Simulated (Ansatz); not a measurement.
Predict the output of the script below (Ansatz 0.2.0 through its Python package).

The script, `run_polymorphs.py`:
```python
import ansatz as az
import numpy as np
import pandas as pd
import spglib

XC = 'LDA'
KSPACING = 0.3
FILLING = 'fermi_dirac'
WIDTH_EV = 0.05

PHASES = {
    'Fm-3m': (
        [(0.0, 3.705957, 3.705957), (3.705957, 0.0, 3.705957), (3.705957, 3.705957, 0.0)],
        [
            ('Ga', (0.0, 0.0, 0.0)),
            ('Sn', (0.25, 0.25, 0.25)),
            ('Sn', (0.75, 0.75, 0.75)),
            ('Sn', (0.5, 0.5, 0.5)),
        ],
    ),
    'P6_3/mmc': (
        [(6.47346016, 0.0, 0.0), (-3.23673008, 5.60618095, 0.0), (0.0, 0.0, 5.54996724)],
        [
            ('Ga', (2 / 3, 1 / 3, 0.25)),
            ('Ga', (1 / 3, 2 / 3, 0.75)),
            ('Sn', (0.33664334, 0.16832167, 0.75)),
            ('Sn', (0.83167833, 0.16832167, 0.75)),
            ('Sn', (0.83167833, 0.66335666, 0.75)),
            ('Sn', (0.66335666, 0.83167833, 0.25)),
            ('Sn', (0.16832167, 0.83167833, 0.25)),
            ('Sn', (0.16832167, 0.33664334, 0.25)),
        ],
    ),
}


def build(vectors, sites):
    crystal = az.Crystal(lattice=az.Lattice.of(vectors))
    for symbol, position in sites:
        crystal = crystal.atom(symbol, position)
    return crystal


def ground_state(name, crystal):
    calc = (
        crystal.calculation()
        .functional(XC)
        .basis(31 * az.Ry)
        .kpoints(spacing=KSPACING)
        .occupations(FILLING, width=WIDTH_EV)
        .stress()
        .band_table()
    )
    calc = calc.relax(force_tolerance=0.01, cell=True)
    return calc.run(threads=1)


def volume_per_atom(outcome):
    return abs(np.linalg.det(outcome.lattice.cell_ang)) / len(outcome.lattice.sites)


def space_group(outcome):
    sites = outcome.report['lattice']['sites']
    kinds = sorted({site['symbol'] for site in sites})
    cell = (outcome.lattice.cell_ang, [site['position_frac'] for site in sites], [kinds.index(site['symbol']) for site in sites])
    return spglib.get_spacegroup(cell, symprec=0.01)


def main() -> None:
    phases = {name: build(*cell) for name, cell in PHASES.items()}

    done = {}
    for name, crystal in phases.items():
        try:
            done[name] = ground_state(name, crystal)
        except az.NonConvergedError as error:
            print(name, 'did not converge:', str(error)[:120])

    energy = {name: o.report['energy_sigma0_ev'] / len(o.lattice.sites) for name, o in done.items()}
    lowest = min(energy.values())
    rows = [(name, len(o.lattice.sites), 1000 * (energy[name] - lowest), volume_per_atom(o), space_group(o)) for name, o in done.items()]
    rows.sort(key=lambda row: row[2])
    print(pd.DataFrame(rows, columns=['phase', 'atoms', 'dE (meV/atom)', 'V (A^3/atom)', 'space group']).round(4).to_string(index=False))


if __name__ == '__main__':
    main()
```

```console
$ python run_polymorphs.py
   phase  atoms  dE (meV/atom)  V (A^3/atom)    space group
P6_3/mmc      8         0.0000       23.7769 P6_3/mmc (194)
   Fm-3m      4        56.5256       23.2868    Fm-3m (225)
```

By space group at the end of each run: P6_3/mmc (+0 meV an atom, 23.8 Å³) and Fm-3m (+57 meV an atom, 23.3 Å³).

Caveats:
- For the metals among these phases the mesh is modest: differences between phases can be off by up to 40 meV an atom.
- The cells come from databases of deposited and of computed structures, and not all need be stable phases.
- The ranking holds among these structures alone, at zero temperature; the ground state may be another structure. Differences under about 40 meV an atom lie within the error of mesh and functional.
- It ran for 42 s on 1 thread of Intel(R) Xeon(R) 6975P-C (Granite Rapids), with other jobs on the host, peak memory 0.67 GiB.

(Lines on the test bed's own set-up are left out of the output.)
